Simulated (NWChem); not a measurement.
# CsCl (SMILES [Cl][Cs]) at HF/3-21G

Wanted: energy and gradient of CsCl. 

The calculation is run with NWChem 7.3.0.

### 1 The molecule

CsCl: 2 atoms, total charge 0, spin state singlet. As SMILES, `[Cl][Cs]`. The bond length is the measured one.

Bond lengths: Cl1–Cs2 2.906 Å.

### 2 Energy and forces at HF/3-21G

File sp.xyz:

```xyz
2
ClCs gradient
Cl     0.000000     0.000000     0.000000
Cs     0.000000     0.000000     2.906272
```

File sp.nw:

```
start sp
title "ClCs gradient"
memory total 2200 mb

geometry noautosym nocenter noautoz
load format xyz sp.xyz
end

basis spherical bse
* library 3-21G
end

scf
thresh 1e-08
maxiter 80
end

task scf gradient
```

On the command line:

```sh
$ nwchem sp.nw > sp.out
```

**Question.** What will come out? Wanted: total energy; dipole moment; HOMO energy; LUMO energy; HOMO–LUMO gap; largest force on an atom.

Computed results:

At HF/3-21G:

| quantity | value |
| --- | --- |
| total energy | -7987.46234 Eh |
| dipole moment | 13.37 D |
| HOMO energy | -8.00 eV |
| LUMO energy | 0.35 eV |
| HOMO–LUMO gap | 8.35 eV |
| largest force on an atom | 1.342 eV/Å |

In words: The largest force is 1.34 eV/Å: the shape isn't a stationary point for this species at this level. Relativity is left out although the molecule holds a heavy atom.
